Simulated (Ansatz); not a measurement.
**ClH3O2Sn: how energies converge with the basis set**

The task here is to estimate one member of a computed series from the others.

Method: one geometry, several basis sets; program: Ansatz 0.2.0, Gaussian basis.

The runs, in order: PBE0-D4/def2-SVP; ωB97M-V/def2-SVP; PBE0-D4/def2-QZVPP; ωB97M-V/def2-QZVPP; the functionals' def2-TZVPP values are taken from earlier runs.

**The relaxed structure**

An earlier PBE0-D4 in a triple-zeta def2 set relaxation fixed the geometry. Sn takes the def2 core potential; no spin-orbit term is included.

SMILES `[OH][SnH]([OH])[Cl]`, 7 atoms, charge 0, spin multiplicity 1.

Atoms are counted from 1 here; the program's logs count them from 0.

Bond lengths: O1–Sn2 1.948 Å, O1–H5 0.961 Å, Sn2–O3 1.941 Å, Sn2–Cl4 2.324 Å, Sn2–H6 1.688 Å, O3–H7 0.961 Å. Angles: Sn2–O1–H5 112.3°, O1–Sn2–O3 107.4°, O1–Sn2–Cl4 104.6°, O1–Sn2–H6 114.6°, O3–Sn2–Cl4 109.6°, O3–Sn2–H6 108.3°, Cl4–Sn2–H6 112.2°, Sn2–O3–H7 113.2°.

The first run:

File in.yaml:

```yaml
crystal:
  periodic: [false, false, false]
  atoms:
    - {symbol: O, position_ang: [-0.257595, 1.518599, -0.619796]}
    - {symbol: Sn, position_ang: [-0.102202, -0.060994, 0.509171]}
    - {symbol: O, position_ang: [1.611311, -0.886497, 0.122174]}
    - {symbol: Cl, position_ang: [-1.817700, -1.460303, -0.198711]}
    - {symbol: H, position_ang: [-1.015293, 1.472788, -1.209519]}
    - {symbol: H, position_ang: [-0.177662, 0.250764, 2.166611]}
    - {symbol: H, position_ang: [1.820439, -0.902457, -0.815729]}
basis:
  gaussian: {orbitals: def2-SVP}
hamiltonian: {xc: pbe0, dispersion: d4}
output: {orbitals: {seedname: orbitals}}
```

Steps of the session up to this table: PBE0-D4 in def2-SVP; ωB97M-V in def2-SVP; PBE0-D4 in def2-QZVPP; ωB97M-V in def2-QZVPP.

One table of the session follows, with a row left open; its other results are not shown here.

It belongs to the step «Functionals by basis». 

| functional | basis | HOMO (eV) |
| --- | --- | --- |
| PBE0-D4 | def2-SVP | -8.78 |
| PBE0-D4 | def2-TZVPP | -9.05 |
| PBE0-D4 | def2-QZVPP | -9.10 |
| ωB97M-V | def2-SVP | ? |
| ωB97M-V | def2-TZVPP | -11.44 |
| ωB97M-V | def2-QZVPP | -11.49 |

Q: Estimate the row for ωB97M-V, def2-SVP from the others.

As computed: HOMO (eV): -11.15. In the column «HOMO (eV)» it lies between ωB97M-V, def2-TZVPP (-11.44) and PBE0-D4, def2-QZVPP (-9.10).
